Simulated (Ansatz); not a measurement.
Input of an Ansatz 0.2.0 run:

The input input.yaml:

```yaml
crystal:
  lattice:
    - [3.191423, 0.0, 0.0]
    - [0.0, 3.191423, 0.0]
    - [0.0, 0.0, 4.485164]
  atoms:
    - { symbol: Hf, position: [0.0, 0.0, 0.0] }
    - { symbol: Mo, position: [0.5, 0.5, 0.5] }
    - { symbol: C, position: [0.5, 0.5, 0.0] }
    - { symbol: C, position: [0.0, 0.0, 0.5] }
kpoints:
  mp_grid: { grid: [8, 8, 6] }
scf:
  occupations: { method: fermi_dirac, width: 0.05 }
hamiltonian:
  xc: pbesol
  pseudopotentials: { kind: all_electron, lapw: { basis_error: 0.002 } }
output:
  forces: true
  stress: true
  eigenvalues: true
  dos: { projected: false, de: 0.1, e_range: [-10, 10] }
```

Potentials or basis: all-electron LAPW, scalar-relativistic.

The run is started by

```sh
$ ansatz run input.yaml --threads 2 --pin off --max-ram 8192MiB --backend cpu --events-out ev --progress --plain --runs-dir out
```

**Question.** Predict the pressure.

**Answer.** -8.9 GPa.

**Question.** Estimate the band gap on the k mesh.

**Answer.** None (metal or under the smearing width).

States per cell in windows of 0.5 eV (zero at the Fermi level; states under -8 eV left out):
```
from (eV)  total
     -8.0   0.00
     -7.5   0.08
     -7.0   0.34
     -6.5   0.74
     -6.0   0.96
     -5.5   0.97
     -5.0   1.67
     -4.5   2.68
     -4.0   1.91
     -3.5   1.23
     -3.0   0.76
     -2.5   0.47
     -2.0   0.20
     -1.5   0.46
     -1.0   0.72
     -0.5   0.84
      0.0   1.09
      0.5   1.38
      1.0   1.68
      1.5   0.53
      2.0   0.55
      2.5   0.81
      3.0   0.83
      3.5   1.42
      4.0   1.76
      4.5   1.34
      5.0   1.04
      5.5   0.74
      6.0   0.83
      6.5   0.45
      7.0   0.75
      7.5   1.06
```

Spin-orbit coupling is left out, which matters for the levels of Hf.
